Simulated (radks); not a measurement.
**Ne⁺ in [He] 2p5 3s2: an all-electron calculation**

The task here is to estimate one member of a computed series from the others.

Program: radks (a radial shooting solver on a logarithmic mesh, Libxc functionals) version 1. Level of theory: Dirac Kohn-Sham, BLYP, spin-unpolarised, spherical densities, point nucleus; open shells fill j = l - 1/2 first. These are calculated values, not measurements, unless marked.

**The atom as given**

| Quantity | Value |
| --- | --- |
| element | neon (Z = 10) |
| charge | +1 |
| electrons | 9 |
| configuration | [He] 2p5 3s2 |

The first run:

Settings of this run:

```text
Z 10
configuration [He] 2p5 3s2 2s0 3p0
relativity Dirac
functional b88,lyp
spin unpolarised
j_filling energy
nucleus point
c 137.035999084
```

The run is started by

```
$ python run_ks.py task.json out
```

The same process makes all the runs of this session.

Steps of the session up to this table: Self-consistent calculation.

One of the session's tables, all rows but one given; the rest of the session is left out.

It belongs to the step «Shells». Sizes of the orbitals, from the radial functions (bohr):

```
level     <r>  outermost maximum (interpolated)  90 % within  nodes
1s1/2       ?                                 ?            ?      ?
2s1/2  0.8081                             0.650         1.27      1
2p1/2  0.7743                             0.566         1.30      0
2p3/2  0.7758                             0.567         1.30      0
3s1/2   2.740                              2.36         4.10      2
3p1/2   3.176                              2.68         4.84      1
3p3/2   3.180                              2.69         4.85      1
```

Q: Estimate the row for 1s1/2 from the others.

The run gave: <r>: 0.1577; outermost maximum (interpolated): 0.102; 90 % within: 0.282; nodes: 0. In the column «<r>» it is the lowest.
